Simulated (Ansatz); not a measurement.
**NS (Mononitrogen monosulfide): UCCSDTQ/STO-3G**

What is the electronic atomisation energy of NS (Mononitrogen monosulfide) at UCCSDTQ/STO-3G? 

The results are computed with Ansatz 0.2.0.

## 1. The system as given

NS has 2 atoms, charge 0, and is taken as a doublet. SMILES: `[N]=S`. The shape is that of a PBE0-D4/def2-TZVP optimisation.

Bond lengths: N1–S2 1.486 Å.

## 2. A single-point energy at UCCSDTQ/STO-3G

Input file molecule.yaml:

```yaml
crystal:
  periodic: [false, false, false]
  atoms:
    - {symbol: N, position_ang: [-0.000000, -0.000000, -0.011220]}
    - {symbol: S, position_ang: [0.000000, 0.000000, 1.474400]}
basis:
  gaussian:
    orbitals: STO-3G
magnetization:
  spin_polarized: true
  initial_magnetization: 1
correlation:
  method: ccsdtq
  frozen_orbitals: {"N": 1, S: 5}
accuracy: high
scf:
  omitted_lower_state_checks: [cluster_reference, increment]
```

On the command line:

```sh
$ ansatz run molecule.yaml --threads 1 --pin off --max-ram 3480MiB --events-out events.jsonl --progress --plain --runs-dir runs
```

Standard output:

```text
Warning: RAYON_NUM_THREADS=1 ignored (pool sized by the plan → 1); use --threads N
[... 13 lines left out ...]
6 core orbitals not correlated: weight in the atoms' cores, before any rotation towards them, 1.000 or more for the frozen orbitals, at most 0.000 for the correlated occupied ones
[... 32 lines left out ...]
Total energy: -12162.12575480 eV, -446.9498777038 hartree
Checks for a lower state left out: cluster_reference, increment
```

It took 24 s on 1 thread of Arm Neoverse V2, shared host; peak memory 0.26 GiB.

## 3. The N atom at the same level

Input file in.yaml:

```yaml
crystal:
  periodic: [false, false, false]
  atoms:
    - {symbol: "N", position_ang: [0.000000, 0.000000, 0.000000]}
basis:
  gaussian:
    orbitals: STO-3G
magnetization:
  spin_polarized: true
  initial_magnetization: 3
correlation:
  method: ccsdtq
  frozen_orbitals: {"N": 1}
accuracy: high
scf:
  omitted_lower_state_checks: [cluster_reference, increment]
```

On the command line:

```sh
$ ansatz run in.yaml --threads 1 --pin off --max-ram 3480MiB --events-out events.jsonl --progress --plain --runs-dir runs
```

Standard output (excerpt; [...] marks lines left out):

```text
Warning: RAYON_NUM_THREADS=1 ignored (pool sized by the plan → 1); use --threads N
Functional definition: HF
  name "HF"
[...]
15 factors; integrals over basis functions are off by at most 1.1e-9 eV
[...]
mean field -1461.76873496 eV, -53.7190101874 hartree, gradient 0.0e0 eV, S^2 3.750000; 0 other end points of the search recorded, 0 dependent functions left out
1 core orbitals not correlated: weight in the atoms' cores, before any rotation towards them, 1.000 or more for the frozen orbitals, at most 0.000 for the correlated occupied ones
reference -1461.76873496 eV, -53.7190101874 hartree; 4, 1 occupied and 0, 3 virtual orbitals, 15 factors
second order 0.00000000 eV of doubles, 0.00000000 eV of singles
cycle   1  0.00000000 eV  change     0.0e0 eV  update    0.0e0
cycle   2  0.00000000 eV  change     0.0e0 eV  update    0.0e0
Total energy: -1461.76873496 eV, -53.7190101874 hartree
Checks for a lower state left out: cluster_reference, increment
```

Run time: 0.54 s. Hardware: 1 thread of Arm Neoverse V2, shared host.

## 4. The S atom at the same level

Input file input.yaml:

```yaml
crystal:
  periodic: [false, false, false]
  atoms:
    - symbol: S
      position_ang: [0.000000, 0.000000, 0.000000]
basis:
  gaussian:
    orbitals: STO-3G
magnetization:
  spin_polarized: true
  initial_magnetization: 2
correlation:
  method: ccsdtq
  frozen_orbitals: {S: 5}
accuracy: high
scf:
  omitted_lower_state_checks: [cluster_reference, increment]
```

Run the same way, it converges to -393.13022 Eh (log not shown).

## 5. Summary of results

Level: UCCSDTQ/STO-3G, 6 core orbitals frozen.

| quantity | value |
| --- | --- |
| molecule: total energy | -446.94988 Eh |
| molecule: correlation energy (6 core orbitals frozen) | -100.9 mEh |
| molecule: ⟨S²⟩ of the reference determinant | 1.252 |
| molecule: T1 diagnostic | 0.092 |
| N atom: total energy | -53.71901 Eh |
| N atom: correlation energy (1 core orbital frozen) | 0.0 mEh |
| N atom: ⟨S²⟩ of the reference determinant | 3.750 |
| N atom: T1 diagnostic | 0.000 |
| S atom: total energy | -393.13022 Eh |
| S atom: correlation energy (5 core orbitals frozen) | 0.0 mEh |
| S atom: ⟨S²⟩ of the reference determinant | 2.000 |
| S atom: T1 diagnostic | 0.000 |
| electronic atomisation energy | 2.739 eV |

**Reading.** Taking the molecule apart into free atoms costs 2.74 eV (264 kJ/mol), before zero-point energy and without spin-orbit coupling. In a minimal basis such a difference can be off by several eV, whatever the method. ⟨S²⟩ (molecule) is 1.25 where a pure doublet has 0.75: the reference is spin-contaminated. The T1 diagnostic (molecule) of 0.092 is above the customary mark for such species, so a single reference may not serve.
